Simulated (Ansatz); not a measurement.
# C₃H₉ClTi: small, medium and large basis sets

Aim: see how fast density functionals converge with the basis set for C₃H₉ClTi.

The runs use Ansatz 0.2.0, Gaussian basis; one geometry, several basis sets.

Levels to be run: PBE0-D4/def2-SVP; ωB97M-V/def2-SVP; PBE0-D4/def2-QZVPP; ωB97M-V/def2-QZVPP; the functionals' def2-TZVPP values are taken from earlier runs.

### Step 1. Structure used throughout

All runs share one geometry, relaxed beforehand with PBE0-D4 in a triple-zeta def2 set.

SMILES `[CH3][Ti]([CH3])([CH3])[Cl]`, 14 atoms, charge 0, spin multiplicity 1.

Atoms are counted from 1 here; the program's logs count them from 0.

Bond lengths: C1–Ti2 2.049 Å, C1–H6 1.095 Å, C1–H7 1.096 Å, C1–H8 1.095 Å, Ti2–C3 2.049 Å, Ti2–C4 2.049 Å, Ti2–Cl5 2.209 Å, C3–H9 1.095 Å, C3–H10 1.096 Å, C3–H11 1.095 Å, C4–H12 1.096 Å, C4–H13 1.095 Å, C4–H14 1.095 Å. Angles: Ti2–C1–H6 110.5°, Ti2–C1–H7 109.3°, Ti2–C1–H8 109.7°, H6–C1–H7 109.2°, H6–C1–H8 109.0°, H7–C1–H8 109.1°, C1–Ti2–C3 106.9°, C1–Ti2–C4 106.9°, C1–Ti2–Cl5 111.9°, C3–Ti2–C4 106.9°, C3–Ti2–Cl5 111.9°, C4–Ti2–Cl5 111.9°, Ti2–C3–H9 109.7°, Ti2–C3–H10 109.3°, Ti2–C3–H11 110.5°, H9–C3–H10 109.1°, H9–C3–H11 109.0°, H10–C3–H11 109.2° and more.

Coordinates:

```xyz
14

C    -1.7904    0.6581   -0.0682
Ti    0.1943    0.3217   -0.4503
C     1.2119    0.7323    1.2800
C     0.4012   -1.6864   -0.8010
Cl    0.9254    1.5353   -2.1458
H    -2.3762    0.5840   -0.9899
H    -2.1515   -0.0865    0.6502
H    -1.9197    1.6592    0.3571
H     2.2322    0.3401    1.2097
H     0.7005    0.2533    2.1226
H     1.2562    1.8125    1.4517
H     0.2030   -2.2374    0.1253
H     1.4152   -1.9128   -1.1457
H    -0.3150   -2.0026   -1.5670
```

### Step 2. PBE0-D4 in def2-SVP

Contents of in.yaml:

```yaml
crystal:
  periodic: [false, false, false]
  atoms:
    - {symbol: C, position_ang: [-1.790433, 0.658100, -0.068154]}
    - {symbol: Ti, position_ang: [0.194275, 0.321732, -0.450333]}
    - {symbol: C, position_ang: [1.211873, 0.732320, 1.280034]}
    - {symbol: C, position_ang: [0.401189, -1.686365, -0.800973]}
    - {symbol: Cl, position_ang: [0.925372, 1.535285, -2.145781]}
    - {symbol: H, position_ang: [-2.376152, 0.583969, -0.989939]}
    - {symbol: H, position_ang: [-2.151496, -0.086536, 0.650187]}
    - {symbol: H, position_ang: [-1.919686, 1.659198, 0.357116]}
    - {symbol: H, position_ang: [2.232156, 0.340132, 1.209656]}
    - {symbol: H, position_ang: [0.700482, 0.253331, 2.122586]}
    - {symbol: H, position_ang: [1.256206, 1.812499, 1.451681]}
    - {symbol: H, position_ang: [0.202979, -2.237378, 0.125286]}
    - {symbol: H, position_ang: [1.415155, -1.912849, -1.145688]}
    - {symbol: H, position_ang: [-0.315018, -2.002639, -1.566978]}
basis:
  gaussian: {orbitals: def2-SVP}
hamiltonian: {xc: pbe0, dispersion: d4}
output: {orbitals: {seedname: orbitals}}
```

Launch:

```
$ ansatz run in.yaml --threads 4 --pin off --events-out ev --progress --plain --max-ram 11315MiB
```

Further steps of the session: ωB97M-V in def2-SVP; PBE0-D4 in def2-QZVPP; ωB97M-V in def2-QZVPP.

Before running them: what should the planned runs give, taken together? Wanted: PBE0-D4: double and triple zeta above quadruple; ωB97M-V: double and triple zeta above quadruple.

The runs gave:

| quantity | value |
| --- | --- |
| PBE0-D4: double and triple zeta above quadruple | 12.06, 1.02 eV |
| ωB97M-V: double and triple zeta above quadruple | 12.22, 0.97 eV |

**Reading.** PBE0-D4 gains 11.04 eV from double to triple zeta, then 1.02 eV more. These are total energies; as a rule much of such shifts cancels in differences, which this series doesn't test.
